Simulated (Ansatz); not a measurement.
**Ir2Rh: what a guessed cell relaxes into**

Aim: relax a trial structure of Ir2Rh and see where it ends.

Program: Ansatz 0.2.0. Level of theory: DFT PBE, scalar-relativistic, plane waves, PAW. These are calculated values, not measurements.

## Step 1: The structure to begin with

The structure is hexagonal, space group P6_3/mmc (No. 194). Conventional cell: a = 2.738 Å, b = 2.738 Å, c = 12.935 Å, α = 90.00°, β = 90.00°, γ = 120.00°. Ir (site symmetry 3m) is surrounded by 9 Ir at 2.67 to 2.74 Å and 3 Rh at 2.67 Å. Rh (site symmetry -6m2) has 6 Ir at 2.67 Å and 6 Rh at 2.74 Å as nearest neighbours.

As a file:

```cif
data_structure
_symmetry_space_group_name_H-M 'P6_3/mmc'
_symmetry_Int_Tables_number 194
_cell_length_a 2.7382
_cell_length_b 2.7382
_cell_length_c 12.9352
_cell_angle_alpha 90.000
_cell_angle_beta 90.000
_cell_angle_gamma 120.000
_cell_volume 83.99
loop_
_atom_site_label
_atom_site_type_symbol
_atom_site_symmetry_multiplicity
_atom_site_Wyckoff_symbol
_atom_site_fract_x
_atom_site_fract_y
_atom_site_fract_z
_atom_site_occupancy
Ir1 Ir 4 f 0.33333 0.66667 0.08333 1
Rh1 Rh 2 d 0.33333 0.66667 0.75000 1
```

The start is an ordering of an alloy on its end members' structure types: elements ordered on the sites of the Er type, Rh/Ir on Er (P6_3/mmc, No. 194).

## Step 2: A first look at the guess

The input, input.yaml:

```yaml
crystal:
  lattice:
    - [2.73821295, 0.0, 0.0]
    - [-1.36910648, 2.37136198, 0.0]
    - [0.0, 0.0, 12.93516419]
  atoms:
    - { symbol: Ir, position: [0.33333333, 0.66666667, 0.08333333] }
    - { symbol: Ir, position: [0.33333333, 0.66666667, 0.41666667] }
    - { symbol: Ir, position: [0.66666667, 0.33333333, 0.58333333] }
    - { symbol: Ir, position: [0.66666667, 0.33333333, 0.91666667] }
    - { symbol: Rh, position: [0.33333333, 0.66666667, 0.75] }
    - { symbol: Rh, position: [0.66666667, 0.33333333, 0.25] }
basis:
  ecutwfc: 420
kpoints:
  mp_grid: { grid: [6, 6, 2] }
hamiltonian:
  xc: pbe
scf:
  occupations: { method: gaussian, width: 0.1 }
  lower_state_search: "off"
output:
  forces: true
  stress: true
  eigenvalues: true
```

The run is started by

```console
ansatz run input.yaml --threads 1 --pin off --max-ram 2560MiB --backend cpu --events-out ev --progress --plain --runs-dir out
```

The session goes on with these runs: coarse relaxation; spin check on a coarse mesh; full relaxation.

Before running it: what results should come out? Wanted: conventional cell; volume; energy over the elements; gap on the mesh.

As calculated:

| quantity | value |
| --- | --- |
| symmetry at the end (tolerance 0.05 Å) | space group P6_3/mmc (No. 194) |
| conventional cell | a = 2.740 Å, b = 2.740 Å, c = 13.288 Å, α = 90.00°, β = 90.00°, γ = 120.00° |
| volume | 14.40 Å³/atom |
| energy over the elements | +0.04 eV/atom |
| gap on the mesh | none (metal) |

The space group P6_3/mmc (No. 194) is kept, and the volume per atom grows by 2.8 % from the first guess. The formation energy of this structure is too near zero to say whether it is bound against the elements. No finished test with a distortion of lower symmetry is shown, so the end may be a saddle point. Spin-orbit coupling is left out for Ir. Other magnetic orders were not searched.
